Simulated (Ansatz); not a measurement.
# ZnCdSe4S2: the cost of one run

Program: Ansatz 0.2.0. Level of theory: DFT PBE, scalar-relativistic, plane waves, PAW, unless a step names another level. These are calculated values, not measurements.

11 further runs of the same task are left out: 11 set aside as unsound or not needed.

## Step 1: What the formula suggests

Pauling electronegativities: Zn 1.65, Cd 1.69, Se 2.55, S 2.58 (spread 0.93). No set of common oxidation states balances it. Tabulated atomic sizes suggest about 24 Å³/atom. 21 candidates were drawn, by swapping species into database cells of other compounds, at random by space group and Wyckoff sites, or by hand, as the table says:

| name | made from | space group no. | Wyckoff sites | atoms (primitive cell) | V (Å³/atom) |
| --- | --- | --- | --- | --- | --- |
| c01 | built by hand: litharge-type ZnCdSe2 sheets with S2 and Se2 | 115 | Zn 1a; Cd 1b; Se 2g, 2f; S 2e | 8 | 23.8 |
| c02 | random | 156 | Zn 1a; Cd 1b; Se 3d, 1c; S 1c, 1a | 8 | 30.4 |
| c03 | random | 216 | Zn 4a; Cd 4c; Se 16e; S 4d, 4b | 8 | 27.5 |
| c04 | database cell of LuBi2BrO4 | 123 | Zn 1a; Cd 1b; Se 4i; S 2h | 8 | 21.4 |
| c05 | built by hand: BaS3, cation-ordered | 81 | Zn 1a; Cd 1c; Se 4h; S 2g | 8 | 23.7 |
| c06 | built by hand: zincblende (111) sulfide slab with selenium layers | 156 | Zn 1b; Cd 1a; Se 1c, 1a, 1b, 1c; S 1b, 1a | 8 | 23.7 |
| c07 | database cell of Ba2ScCuO4 | 123 | Zn 1b; Cd 1a; Se 2f, 2g; S 2h | 8 | 24.8 |
| c08 | random | 99 | Zn 1a; Cd 1b; Se 2c, 2c; S 2c | 8 | 28.3 |
| c09 | database cell of AlCr4GaC2 | 187 | Zn 1b; Cd 1c; Se 2h, 2g; S 2i | 8 | 20.8 |
| c10 | database cell of LuBi2BrO4 | 123 | Zn 1b; Cd 1a; Se 4i; S 2h | 8 | 21.4 |
| c11 | random | 65 | Zn 2d; Cd 2c; Se 4j, 4i; S 2b, 2a | 8 | 29.6 |
| c12 | random | 166 | Zn 3a; Cd 3b; Se 6c, 6c; S 6c | 8 | 25.1 |
| c13 | random | 191 | Zn 1a; Cd 1b; Se 4h; S 2c | 8 | 29.4 |
| c14 | random | 99 | Zn 1b; Cd 1a; Se 4f; S 2c | 8 | 30.6 |
| c15 | random | 160 | Zn 3a; Cd 3a; Se 9b, 3a; S 3a, 3a | 8 | 24.3 |
| c16 | built by hand: litharge-type ZnCdS2 sheets with Se2 layers | 115 | Zn 1a; Cd 1b; Se 2e, 2f; S 2g | 8 | 23.8 |
| c17 | built by hand: TiS3/ZrSe3, ordered | 6 | Zn 1a; Cd 1b; Se 1a, 1a, 1b, 1b; S 1a, 1b | 8 | 23.8 |
| c18 | random | 139 | Zn 2a; Cd 2b; Se 8f; S 4c | 8 | 29.1 |
| c19 | random | 123 | Zn 1d; Cd 1a; Se 4o; S 2f | 8 | 30.5 |
| c20 | random | 191 | Zn 1b; Cd 1a; Se 2c, 2e; S 2d | 8 | 26.6 |
| c21 | random | 216 | Zn 4b; Cd 4c; Se 16e; S 4a, 4d | 8 | 23.8 |

## Step 2: Screening run of c13

Input file input.yaml:

```yaml
crystal:
  lattice:
    - [6.6039101, 0.0, 0.0]
    - [-3.30195505, 5.71915391, 0.0]
    - [0.0, 0.0, 6.21767034]
  atoms:
    - { symbol: Zn, position: [0.0, 0.0, 0.0] }
    - { symbol: Cd, position: [0.0, 0.0, 0.5] }
    - { symbol: Se, position: [0.33333333, 0.66666667, 0.31182348] }
    - { symbol: Se, position: [0.66666667, 0.33333333, 0.31182348] }
    - { symbol: Se, position: [0.66666667, 0.33333333, 0.68817652] }
    - { symbol: Se, position: [0.33333333, 0.66666667, 0.68817652] }
    - { symbol: S, position: [0.33333333, 0.66666667, 0.0] }
    - { symbol: S, position: [0.66666667, 0.33333333, 0.0] }
basis:
  ecutwfc: 420
kpoints:
  mp_grid: { grid: [3, 3, 3] }
hamiltonian:
  xc: pbe
scf:
  occupations: { method: gaussian, width: 0.2 }
  lower_state_search: "off"
output:
  forces: true
  stress: true
  eigenvalues: true
relax:
  adjacent_minimum: "off"
  f_tol: 0.08
  max_steps: 16
  cell: { stress_tol: 0.8 }
```

Started as:

```console
$ ansatz run input.yaml --threads 1 --pin off --max-ram 2560MiB --backend cpu --events-out ev --progress --plain --runs-dir out
```

What time and memory should one allow on 1 thread of Arm Neoverse N1, shared host?

About 93 s, with a peak of 0.55 GiB.
